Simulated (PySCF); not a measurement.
# RuI2: structure of the quintet

Where does quintet RuI2 go from a linear start, is the end point a minimum, and what are its modes, charges and moments?

Computed with PySCF 2.14.0. Level: PBE0, basis Ru def2-SVP with ECP28, I def2-SVP with ECP28, scalar-relativistic core potentials, no spin–orbit coupling, density fitting.

### Step 1. The starting structure

3 atoms, charge 0, spin multiplicity 5.

Bond lengths: Ru1–I2 2.580 Å, Ru1–I3 2.580 Å. Angles: I2–Ru1–I3 180.0°.

Z-matrix (Å, degrees; charge 0 multiplicity 5):
```
Ru
I  1 2.5800
I  1 2.5800 2 180.00
```

### Step 2. First SCF at the start

One driver script runs all steps and calls PySCF; scf.py shows how it sets up the SCF of each step. The optimiser is the driver's own. After this first run the driver tries any further starts and a stability analysis.

scf.py reads:

```python
from pyscf import gto, scf, dft
mol = gto.M(atom='''
Ru     0.000000     0.000000     0.000000
I      0.000000     0.000000     2.580000
I      0.000000     0.000000    -2.580000''',
    basis={'Ru': 'def2-SVP', 'I': 'def2-SVP'},
    ecp={'Ru': 'def2-SVP', 'I': 'def2-SVP'},
    charge=0, spin=4)
mf = dft.UKS(mol, xc='PBE0')
mf.grids.atom_grid = (50, 194)
aux = {'Ru': 'def2-universal-JKFIT', 'I': 'def2-universal-JKFIT'}
mf = mf.density_fit(auxbasis=aux)
mf.conv_tol = 1e-08
mf.diis_space = 10
mf.max_cycle = 60
mf.init_guess = 'huckel'
mf.verbose = 4
mf.kernel()
```

On the command line:

```
$ OMP_NUM_THREADS=2 python axn.py task.json out
```

What it wrote:

```text
init E= -689.888174165289
[... the frontier-level lines of each cycle are left out ...]
cycle= 1 E= -685.299143335469  delta_E= 4.59  |g|= 2.52  |ddm|= 3.88
cycle= 2 E= -661.235254738117  delta_E= 24.1  |g|=  6.1  |ddm|= 11.7
cycle= 3 E= -681.674850741931  delta_E= -20.4  |g|= 2.68  |ddm|= 10.2
cycle= 4 E= -687.978047565464  delta_E= -6.3  |g|= 1.72  |ddm|= 7.49
cycle= 5 E= -689.152260775591  delta_E= -1.17  |g|= 1.19  |ddm|= 0.869
cycle= 6 E= -690.287891385783  delta_E= -1.14  |g|= 0.299  |ddm|= 1.81
cycle= 7 E= -690.349473773695  delta_E= -0.0616  |g|= 0.081  |ddm|= 0.684
cycle= 8 E= -690.352453667243  delta_E= -0.00298  |g|= 0.061  |ddm|= 0.15
cycle= 9 E= -690.352362485047  delta_E= 9.12e-05  |g|= 0.059  |ddm|= 0.0429
cycle= 10 E= -690.353559754654  delta_E= -0.0012  |g|= 0.0399  |ddm|= 0.0413
cycle= 11 E= -690.354635924658  delta_E= -0.00108  |g|= 0.0103  |ddm|= 0.0719
cycle= 12 E= -690.354702637335  delta_E= -6.67e-05  |g|= 0.00152  |ddm|= 0.0198
cycle= 13 E= -690.354706259543  delta_E= -3.62e-06  |g|= 0.000597  |ddm|= 0.00436
cycle= 14 E= -690.354709263095  delta_E= -3e-06  |g|= 0.000382  |ddm|= 0.00558
cycle= 15 E= -690.354712630566  delta_E= -3.37e-06  |g|= 9.43e-05  |ddm|= 0.0131
cycle= 16 E= -690.354712721581  delta_E= -9.1e-08  |g|= 4.2e-05  |ddm|= 0.00186
cycle= 17 E= -690.354712726852  delta_E= -5.27e-09  |g|= 7.63e-06  |ddm|= 0.000486
Extra cycle  E= -690.354712726928  delta_E= -7.57e-11  |g|= 1.19e-05  |ddm|= 3.11e-05
converged SCF energy = -690.354712726928  <S^2> = 6.0116521  2S+1 = 5.0046587
```

This step, with its further starts and checks, took 17 s on 2 threads of Arm Neoverse V2, shared host.

The starts that the driver tried:

```csv
start,energy (Eh)
the minimal-basis guess,-690.354713
a thermally smeared density,-690.354713
a smeared PBE density,-690.354715
```

No lower solution of this spin turned up from the other starts or in the test of internal stability.

### Step 3. Relaxation: linear start, quintet

The program finds D∞h symmetry in the start, which this walk keeps.

Changes to scf.py since step 2:

```diff
@@ -16 +15,0 @@
-mf.init_guess = 'huckel'
```

The optimiser's trace:

```
step  energy (Eh)  change (kJ/mol)  largest symmetric gradient (Eh/bohr)
   0  -690.354715             0.00                               0.00112
   1  -690.354724            -0.02                               0.00041
   2  -690.354726            -0.03                               0.00000
```

The walk took 8.6 s.

Positions (Å) and forces (eV/Å) along the way:

```
step 0
Ru   0.000   0.000   0.000   0.000   0.000   0.000
I    0.000   0.000   2.580   0.000   0.000  -0.058
I    0.000   0.000  -2.580   0.000   0.000   0.058
step 1
Ru   0.000   0.000   0.000   0.000   0.000   0.000
I    0.000   0.000   2.577   0.000   0.000  -0.021
I    0.000   0.000  -2.577   0.000   0.000   0.021
step 2
Ru   0.000   0.000   0.000   0.000   0.000   0.000
I    0.000   0.000   2.575   0.000   0.000   0.000
I    0.000   0.000  -2.575   0.000   0.000   0.000
```

After 2 steps and 0.0 kJ/mol it ends at D∞h: Ru–I 2.575 Å (×2); I–Ru–I 180.0°.

### Step 4. Hessian and properties

The point is checked on the finer grid, and tightened if its gradient asks for it. The Hessian and the dipole derivatives come from central differences of analytic gradients, with steps of 0.02 bohr.

Changes to scf.py since step 3:

```diff
@@ -4,2 +4,2 @@
-I      0.000000     0.000000     2.580000
-I      0.000000     0.000000    -2.580000''',
+I      0.000000    -0.000000     2.575013
+I     -0.000000     0.000000    -2.575013''',
@@ -10 +10 @@
-mf.grids.atom_grid = (50, 194)
+mf.grids.atom_grid = (75, 302)
@@ -13 +13 @@
-mf.conv_tol = 1e-08
+mf.conv_tol = 1e-10
```

The driver hands on the density of the step before, so the log starts near convergence.

Log of the central SCF (cycles and frontier levels):

```text
init E= -690.354639212986
[... the frontier-level lines of each cycle are left out ...]
cycle= 1 E= -690.354639213228  delta_E= -2.42e-10  |g|= 5.22e-06  |ddm|= 3.14e-05
cycle= 2 E= -690.354639213469  delta_E= -2.42e-10  |g|= 5.44e-06  |ddm|= 3.15e-05
cycle= 3 E= -690.354639213536  delta_E= -6.61e-11  |g|= 5.18e-06  |ddm|= 8.6e-06
Extra cycle  E= -690.354639213779  delta_E= -2.43e-10  |g|= 5.19e-06  |ddm|= 3.14e-05
converged SCF energy = -690.354639213779  <S^2> = 6.0116014  2S+1 = 5.0046384
```

The whole step took 68 s.

Geometry: D∞h; Ru–I 2.575 Å (×2); I–Ru–I 180.0°.

Modes, for the most abundant isotopes:

| ω (cm⁻¹) | IR (km/mol) |
| --- | --- |
| 33 | 2.2 |
| 33 | 2.2 |
| 158 | 0.0 |
| 278 | 84.5 |

Every mode is real; the point is a minimum.

The SCF density has lower symmetry than the nuclear frame, so the modes carry no labels; pairs that should be degenerate can split.

Properties at this point:

```yaml
Dipole_moment: 0.00 D
Highest_occupied_level: -7.43 eV
Lowest_empty_level: -4.13 eV
Rotational_constants: 0.01002 cm⁻¹
Zero-point_energy: 3.0 kJ/mol
Principal_polarisabilities: 57.2, 57.2, 190.8 bohr³
Atomisation_energy_without_zero-point_energy: 565 kJ/mol
Principal_traceless_quadrupole_moments_about_the_centre_of_mass: -5.27, 2.64, 2.64 D Å
Entropy_at_298.15_K_and_1_bar_electronic_part_spin_only: 345.3 J/(mol K)
Heat_capacity_Cp_at_298.15_K: 60.8 J/(mol K)
Enthalpy_at_298.15_K_above_0_K: 16.09 kJ/mol
Rotational_symmetry_number: 2
Spin_squared_⟨S²⟩: 6.012
```

Populations by atom (charges in e):

| atom | Mulliken | Löwdin | polar tensor | spin (Mulliken) | Mayer order to Ru1 |
| --- | --- | --- | --- | --- | --- |
| Ru1 | 0.27 | -0.31 | 1.11 | 3.47 | – |
| I2,3 | -0.14 | 0.15 | -0.55 | 0.27 | 1.27 |

Mulliken populations on Ru1 (outside its core potential): s 2.61, p 6.37, d 6.74, f 0.00.

### Step 5. Real-space pictures of the lowest minimum

The plane holds Ru1 at (0.00, 0.00), I2 at (2.58, 0.00), I3 at (-2.58, 0.00) Å. Columns run from x = -4.65 to 4.95 Å, rows from y = 2.25 (top) to -1.95 Å, in steps of 0.3 Å. Electrons inside core potentials are absent.

Density (cut at 5 e/Å³):

Ten steps from '0' (0.000 e/Å³) to '9' (5.000 e/Å³), finer at the low end (step k begins (100^(k/10) - 1)/99 of the way up):
```
000000000000000000000000000000000
000000111000000000000001110000000
000011222111111111111112221100000
000123333322122332212233333210000
001234555433234554323345554321000
001346777644357887534467776431000
012458999754469999644579998542100
012469999965589779855699999642100
012469999965589779855699999642100
012458999754469999644579998542100
001346777644357887534467776431000
001234555433234554323345554321000
000123333322122332212233333210000
000011222111111111111112221100000
000000111000000000000001110000000
```

ELF (0 where the density is under 0.005 e/Å³):

Ten even steps from '0' (0.00) to '9' (0.85):
```
000023443210000000000123443200000
001356665431111111111345666531000
013578888653212332123568888753100
025789999874223443224789999875200
136899878885224554225888789986310
247985323586236886326853235897420
258963786266249999426626873698521
358845809346269009626439085488531
358845809346269009626439085488531
258963786266249999426626873698521
247985323586236886326853235897420
136899878885224554225888789986310
025789999874223443224789999875200
013578888653212332123568888753100
001356665431111111111345666531000
```

Spin density:

Ten even steps from '0' (-0.02 e/Å³) to '9' (1.60 e/Å³):
```
000000000000000000000000000000000
000000000000000000000000000000000
000000000000000000000000000000000
000000000000000000000000000000000
000000000000000000000000000000000
000000000000001111000000000000000
000000000000025335200000000000000
000000000000039119300000000000000
000000000000039119300000000000000
000000000000025335200000000000000
000000000000001111000000000000000
000000000000000000000000000000000
000000000000000000000000000000000
000000000000000000000000000000000
000000000000000000000000000000000
```

Making the fields took 1 s.

### Step 6. Summary of results

| quantity | value |
| --- | --- |
| minimum | quintet, D∞h |
| geometry | Ru–I 2.575 Å (×2); I–Ru–I 180.0° |
| wavenumbers (cm⁻¹) | 33, 33, 158, 278 |
| dipole moment | 0.00 D |
| highest occupied, lowest empty level (either spin) | -7.43, -4.13 eV |
| polar-tensor charge of Ru1 | +1.11 e |
| zero-point energy | 3.0 kJ/mol |
| entropy at 298.15 K | 345.3 J/(mol K) |
| atomisation energy (no zero-point energy) | 565 kJ/mol |
| ⟨S²⟩ | 6.012 |

What this shows: The linear start keeps its D∞h symmetry and ends in a minimum. The strongest infrared band lies at 278 cm⁻¹. The dipole vanishes although Ru1 carries +1.1 e by the polar tensor: the bond dipoles cancel. Most of the spin sits on Ru1 (Mulliken spin 3.47, against 4 for the whole molecule). Other starts or spin states, not run here, may lie lower. The SCF density has lower symmetry than the nuclear frame. Open d and f shells are described by one determinant, and the ground state may have another occupation or spin. With an element this heavy the missing spin–orbit coupling can shift these numbers.

The search up to here took 93 s on 2 threads of Arm Neoverse V2, shared host.
